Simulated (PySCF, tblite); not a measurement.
**C3H10O2Si2: a rotation path, then NMR shifts on frames**

Aim: move C3H10O2Si2 (`CC(=O)O[SiH2]C[SiH3]`) away from its starting geometry and see how NMR shifts follow the geometry.

Computed with tblite 0.8.0 and PySCF 2.14.0, with density-fitted response routines of our own, on a single molecule in the gas phase. Atoms are numbered from 0 throughout.

### 1 The molecule as given

17 atoms, charge 0, multiplicity 1; geometry from: GFN2-xTB.

Bonds of the start (Å): C0–C1 1.50, C1–O2 1.20, C1–O3 1.32, O3–Si4 1.67, Si4–C5 1.89, C5–Si6 1.90, C0–H7 1.09, C0–H8 1.09, C0–H9 1.09, Si4–H10 1.46, Si4–H11 1.46, C5–H12 1.09, C5–H13 1.09, Si6–H14 1.46, Si6–H15 1.47, Si6–H16 1.46.

### 2 A band between two rotamers with GFN2-xTB

The job: settings as JSON, then the geometry in Å.

```
{"job": {"kind": "neb", "xc": "GFN2-xTB", "basis": "xTB", "atoms": [3, 4, 5, 6], "turn": 120}, "charge": 0, "multiplicity": 1}
C      2.701087     0.471244    -0.802792
C      1.925090     0.109869     0.434564
O      2.411768    -0.239066     1.476170
O      0.616360     0.228760     0.267899
Si    -0.467205    -0.076080     1.499184
C     -2.110595     0.194784     0.598578
Si    -1.971972     0.546724    -1.268001
H      2.797149     1.555297    -0.843776
H      2.164141     0.140427    -1.687379
H      3.692767     0.030617    -0.763604
H     -0.275845    -1.447252     1.962706
H     -0.216743     0.888461     2.568018
H     -2.742245    -0.678972     0.751385
H     -2.641119     1.019688     1.071714
H     -1.243816     1.793379    -1.509857
H     -3.331903     0.687414    -1.805215
H     -1.313917    -0.563803    -1.959504
```

Level: GFN2-xTB climbing-image nudged elastic band, gas phase.

Started as:

```sh
$ OMP_NUM_THREADS=1 python probes_run.py task.json out
```

This one command runs all jobs of the session in turn.

What it wrote:

```text
image   E - E0 / eV
  0      -0.0000
  1      -0.0070
  2      -0.0161
  3      -0.0078
  4       0.0199
  5       0.0444
  6       0.0405
  7       0.0115
  8       0.0116
```

Run time: 7.8 s. Hardware: 1 thread of Arm Neoverse V1, shared host; peak memory 0.18 GiB.

The final band, with the dihedral O3–Si4–C5–Si6:

| image | dihedral (°) | energy (eV) | energy (kcal/mol) |
| --- | --- | --- | --- |
| 0 | 5 | 0.000 | 0.0 |
| 1 | 28 | -0.007 | -0.2 |
| 2 | 50 | -0.016 | -0.4 |
| 3 | 71 | -0.008 | -0.2 |
| 4 | 92 | 0.020 | 0.5 |
| 5 | 114 | 0.044 | 1.0 |
| 6 | 139 | 0.040 | 0.9 |
| 7 | 167 | 0.011 | 0.3 |
| 8 | 179 | 0.012 | 0.3 |

### 3 NMR shieldings: image 0, PBE0/pcSseg-1

The job: settings as JSON, then the geometry in Å.

```
{"job": {"kind": "nmr", "xc": "PBE0", "basis": "pcSseg-1", "pop": false}, "charge": 0, "multiplicity": 1}
C      2.701100     0.471200    -0.802800
C      1.925100     0.109900     0.434600
O      2.411800    -0.239100     1.476200
O      0.616400     0.228800     0.267900
Si    -0.467200    -0.076100     1.499200
C     -2.110600     0.194800     0.598600
Si    -1.972000     0.546700    -1.268000
H      2.797100     1.555300    -0.843800
H      2.164100     0.140400    -1.687400
H      3.692800     0.030600    -0.763600
H     -0.275800    -1.447300     1.962700
H     -0.216700     0.888500     2.568000
H     -2.742200    -0.679000     0.751400
H     -2.641100     1.019700     1.071700
H     -1.243800     1.793400    -1.509900
H     -3.331900     0.687400    -1.805200
H     -1.313900    -0.563800    -1.959500
```

Method: GIAO PBE0/pcSseg-1 NMR shielding, non-relativistic, gas phase.

What it wrote:

```text
coarse grid: 14880 points
cycle   1  E = -848.9930824855  dE =  7.657e-01  |g| = 9.655e-01  |ddm| = 3.614e+00
cycle   2  E = -848.6967463931  dE =  2.963e-01  |g| = 1.594e+00  |ddm| = 1.671e+00
cycle   3  E = -849.1549569525  dE = -4.582e-01  |g| = 2.664e-01  |ddm| = 1.173e+00
cycle   4  E = -849.1675867784  dE = -1.263e-02  |g| = 7.858e-02  |ddm| = 2.149e-01
cycle   5  E = -849.1685531014  dE = -9.663e-04  |g| = 2.401e-02  |ddm| = 5.766e-02
cycle   6  E = -849.1686738143  dE = -1.207e-04  |g| = 4.043e-03  |ddm| = 1.788e-02
cycle   7  E = -849.1686771311  dE = -3.317e-06  |g| = 1.367e-03  |ddm| = 4.058e-03
final grid: 133616 points
cycle   8  E = -849.2290913641  dE = -1.033e-05  |g| = 1.313e-02  |ddm| = 2.030e-02
cycle   9  E = -849.2290397138  dE =  5.165e-05  |g| = 2.121e-02  |ddm| = 2.094e-02
cycle  10  E = -849.2291226145  dE = -8.290e-05  |g| = 2.665e-03  |ddm| = 1.356e-02
cycle  11  E = -849.2291239070  dE = -1.293e-06  |g| = 3.513e-04  |ddm| = 1.753e-03
cycle  12  E = -849.2291239258  dE = -1.872e-08  |g| = 1.205e-04  |ddm| = 2.933e-04
cycle  13  E = -849.2291239289  dE = -3.138e-09  |g| = 2.984e-05  |ddm| = 1.145e-04
cycle  14  E = -849.2291239291  dE = -1.908e-10  |g| = 7.342e-06  |ddm| = 2.832e-05
converged SCF energy = -849.2291239291

GIAO shielding tensors (ppm)
atom      isotropic    diamagn.    paramagn.     s11        s22        s33       span
  0 C      163.243     248.965     -85.722    141.213    155.257    193.260     52.047
  1 C       10.568     247.749    -237.181    -91.153     47.638     75.219    166.372
  2 O     -131.644     401.588    -533.232   -400.162   -248.353    253.582    653.744
  3 O      131.484     405.881    -274.397    -14.533    175.658    233.327    247.860
  4 Si     367.521     882.673    -515.152    323.867    374.929    403.766     79.898
  5 C      200.257     259.678     -59.421    192.028    200.580    208.164     16.135
  6 Si     424.868     880.314    -455.446    405.127    408.295    461.182     56.055
  7 H       29.361      28.013       1.349     26.284     27.935     33.865      7.581
  8 H       29.549      30.649      -1.100     25.094     30.225     33.328      8.234
  9 H       29.796      26.921       2.875     25.711     27.969     35.707      9.995
 10 H       26.578      31.296      -4.718     22.737     25.486     31.511      8.773
 11 H       26.625      30.872      -4.247     22.819     25.369     31.687      8.868
 12 H       31.742      31.435       0.307     26.653     28.620     39.954     13.301
 13 H       31.651      30.890       0.761     26.649     28.571     39.733     13.085
 14 H       27.669      30.463      -2.794     24.245     26.412     32.348      8.103
 15 H       27.601      28.902      -1.301     23.888     25.410     33.505      9.617
 16 H       27.694      30.599      -2.905     24.322     26.383     32.377      8.054
```

Run time: 24 s. Hardware: 1 thread of Arm Neoverse V1, shared host; peak memory 0.88 GiB.

The references, computed at this level on geometries of the same kind, shield at (ppm): 1H TMS 31.72, 13C TMS 186.9, 29Si TMS 349.2, 17O H2O 336.1. Their shielding less the atom's gives the shift. The references are single molecules in the gas phase, so shifts against H2O, NH3, PH3, H3PO4 or CFCl3 are not on the usual liquid scales and can be off by tens of ppm. Each atom is listed at this fixed geometry, with no averaging over motion; a spectrum would average atoms that exchange fast.

| atoms | environment | σ (ppm) | δ (ppm) |
| --- | --- | --- | --- |
| C1 | carbonyl carbon | 10.6 | 176.4 |
| C0 | methyl carbon α to a carbonyl | 163.2 | 23.7 |
| C5 | sp3 CH2 bonded to 2 Si | 200.3 | -13.3 |
| H10 | hydrogen on a silicon bonded to C, O | 26.58 | 5.14 |
| H11 | hydrogen on a silicon bonded to C, O | 26.63 | 5.09 |
| H15 | hydrogen on a silicon bonded to C | 27.60 | 4.12 |
| H14 | hydrogen on a silicon bonded to C | 27.67 | 4.05 |
| H16 | hydrogen on a silicon bonded to C | 27.69 | 4.02 |
| H7 | hydrogen on a methyl carbon α to a carbonyl | 29.36 | 2.36 |
| H8 | hydrogen on a methyl carbon α to a carbonyl | 29.55 | 2.17 |
| H9 | hydrogen on a methyl carbon α to a carbonyl | 29.80 | 1.92 |
| H13 | hydrogen on an sp3 CH2 bonded to 2 Si | 31.65 | 0.07 |
| H12 | hydrogen on an sp3 CH2 bonded to 2 Si | 31.74 | -0.03 |
| O2 | carbonyl oxygen | -131.6 | 467.7 |
| O3 | oxygen bonded to C, Si | 131.5 | 204.6 |
| Si4 | silicon bonded to C, O, 2 H | 367.5 | -18.4 |
| Si6 | silicon bonded to C, 3 H | 424.9 | -75.7 |

### 4 Nuclear shieldings: image 2, PBE0/pcSseg-1

The job: settings as JSON, then the geometry in Å.

```
{"job": {"kind": "nmr", "xc": "PBE0", "basis": "pcSseg-1", "pop": false}, "charge": 0, "multiplicity": 1}
C      2.845900     0.784900    -0.611200
C      1.990200     0.118300     0.431500
O      2.403600    -0.582100     1.315800
O      0.703100     0.395700     0.288600
Si    -0.444200    -0.201000     1.339900
C     -2.028700     0.486500     0.572600
Si    -2.228100     0.178300    -1.294000
H      3.024000     1.814000    -0.302800
H      2.327500     0.797900    -1.565900
H      3.799300     0.271800    -0.694000
H     -0.388400    -1.659400     1.324700
H     -0.163100     0.331400     2.672100
H     -2.872200     0.050700     1.104800
H     -2.082200     1.560000     0.752800
H     -1.167600     0.845800    -2.051200
H     -3.519800     0.729200    -1.721800
H     -2.206300    -1.260300    -1.571700
```

Method: GIAO PBE0/pcSseg-1 NMR shielding, non-relativistic, gas phase.

What it wrote:

```text
coarse grid: 14880 points
cycle   1  E = -848.9936488861  dE =  7.649e-01  |g| = 9.674e-01  |ddm| = 3.613e+00
cycle   2  E = -848.6999363718  dE =  2.937e-01  |g| = 1.592e+00  |ddm| = 1.672e+00
cycle   3  E = -849.1560473610  dE = -4.561e-01  |g| = 2.668e-01  |ddm| = 1.173e+00
cycle   4  E = -849.1687153961  dE = -1.267e-02  |g| = 7.758e-02  |ddm| = 2.141e-01
cycle   5  E = -849.1696593402  dE = -9.439e-04  |g| = 2.360e-02  |ddm| = 5.680e-02
cycle   6  E = -849.1697762998  dE = -1.170e-04  |g| = 3.964e-03  |ddm| = 1.751e-02
cycle   7  E = -849.1697794924  dE = -3.193e-06  |g| = 1.352e-03  |ddm| = 3.984e-03
final grid: 133616 points
cycle   8  E = -849.2300680844  dE = -1.172e-05  |g| = 1.293e-02  |ddm| = 1.996e-02
cycle   9  E = -849.2300206311  dE =  4.745e-05  |g| = 2.054e-02  |ddm| = 2.050e-02
cycle  10  E = -849.2300984847  dE = -7.785e-05  |g| = 2.518e-03  |ddm| = 1.314e-02
cycle  11  E = -849.2300996359  dE = -1.151e-06  |g| = 3.461e-04  |ddm| = 1.666e-03
cycle  12  E = -849.2300996536  dE = -1.772e-08  |g| = 1.226e-04  |ddm| = 2.782e-04
cycle  13  E = -849.2300996568  dE = -3.209e-09  |g| = 2.870e-05  |ddm| = 1.129e-04
cycle  14  E = -849.2300996570  dE = -1.749e-10  |g| = 7.558e-06  |ddm| = 2.768e-05
converged SCF energy = -849.2300996570

GIAO shielding tensors (ppm)
atom      isotropic    diamagn.    paramagn.     s11        s22        s33       span
  0 C      163.051     248.898     -85.847    140.643    155.129    193.382     52.739
  1 C       10.512     248.099    -237.587    -90.790     46.734     75.592    166.382
  2 O     -129.972     402.150    -532.122   -396.023   -248.236    254.342    650.365
  3 O      131.985     405.870    -273.885    -13.826    184.368    225.413    239.239
  4 Si     367.208     882.739    -515.531    326.705    371.906    403.012     76.308
  5 C      197.387     259.441     -62.055    187.676    196.679    207.805     20.129
  6 Si     424.578     880.362    -455.784    401.747    405.721    466.265     64.518
  7 H       29.371      27.465       1.906     26.335     27.773     34.005      7.670
  8 H       29.543      30.462      -0.920     25.078     30.072     33.477      8.399
  9 H       29.798      26.899       2.899     25.777     27.996     35.621      9.844
 10 H       26.660      31.874      -5.213     23.281     25.403     31.297      8.016
 11 H       26.513      30.819      -4.307     22.700     25.182     31.656      8.956
 12 H       32.233      30.465       1.769     26.958     28.875     40.866     13.907
 13 H       31.518      32.419      -0.901     27.021     28.491     39.043     12.022
 14 H       27.613      30.617      -3.004     23.563     27.116     32.161      8.598
 15 H       27.585      28.788      -1.203     23.935     25.329     33.491      9.556
 16 H       27.775      29.989      -2.214     24.612     25.832     32.882      8.270
```

Wall time 23 s (1 thread of Arm Neoverse V1, shared host); peak memory 0.9 GiB.

Key values: δ C1 176.4, C0 23.9, C5 -10.5, O2 466.1, H11 5.20, H10 5.06 ppm.

(Part 1 of 2 ends here.)
